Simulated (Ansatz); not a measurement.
# Y2CF2: the cell at several levels of theory

The task here is to estimate one member of a computed series from the others.

The runs shown are made with Ansatz 0.2.0. PAW datasets, plane waves, zero pressure. (Simulation; spin polarisation is off.)

## The system as given

The symmetry is P-3m1 (No. 164, trigonal); conventional cell a = 3.665 Å, c = 6.297 Å, 14.65 Å³ an atom. Near Y stand 4 F at 2.41–2.45 Å and 3 C at 2.51 Å; near C stand 6 Y at 2.51 Å; near F stand 4 Y at 2.41–2.45 Å and 3 F at 2.48 Å.

Structure file:

Space group P-3m1 (No. 164). a = 3.665 Å, b = 3.665 Å, c = 6.297 Å, α = 90.00°, β = 90.00°, γ = 120.00°
```tsv
atom	site	symmetry	x	y	z
Y	2d	3m.	0.3333	0.6667	0.2145
C	1a	-3m.	0.0000	0.0000	0.0000
F	2d	3m.	0.3333	0.6667	0.6031
```

The first run:

input.yaml reads:

```yaml
crystal:
  lattice:
    - [3.6651, 0.0, 0.0]
    - [-1.83255, 3.17406971, 0.0]
    - [0.0, 0.0, 6.29697]
  atoms:
    - { symbol: "Y", position: [0.33333333, 0.66666667, 0.2145] }
    - { symbol: "Y", position: [0.66666667, 0.33333333, 0.7855] }
    - { symbol: C, position: [0.0, 0.0, 0.0] }
    - { symbol: F, position: [0.33333333, 0.66666667, 0.6031] }
    - { symbol: F, position: [0.66666667, 0.33333333, 0.3969] }
kpoints:
  mp_grid: { grid: [12, 12, 4] }
hamiltonian:
  xc: pbe
scf:
  occupations: { method: fermi_dirac, width: 0.02 }
relax:
  f_tol: 0.005
  cell: {}
output:
  write_density: true
  write_potential: true
  elf: true
  volumetric_format: npy
```

Command:

```bash
ansatz run input.yaml --threads 4 --pin off --max-ram 9216MiB --backend cpu --events-out ev --progress --plain --runs-dir out
```

Steps of the session up to this table: PBE: cell and atoms; Relaxation with r2SCAN; Relaxation with PBEsol; Relaxing with LDA.

One of the session's tables, all rows but one given; the rest of the session is left out.

```
 level  a (Å)  c (Å)  volume (Å³/atom)
   PBE  3.658  6.481            15.021
r2SCAN      ?      ?                 ?
PBEsol  3.626  6.329            14.415
   LDA  3.600  6.210            13.940
```

Q: Estimate the row for r2SCAN from the others.

The run gave: a (Å): 3.664; c (Å): 6.321; volume (Å³/atom): 14.700. In the column «a (Å)» it is the highest.

In words: From the start to the first minimum the volume moved by +2.5 %. LDA gives the smallest cell and PBE the largest; they differ by 7.8 % in volume, a mean of 2.5 % in length.
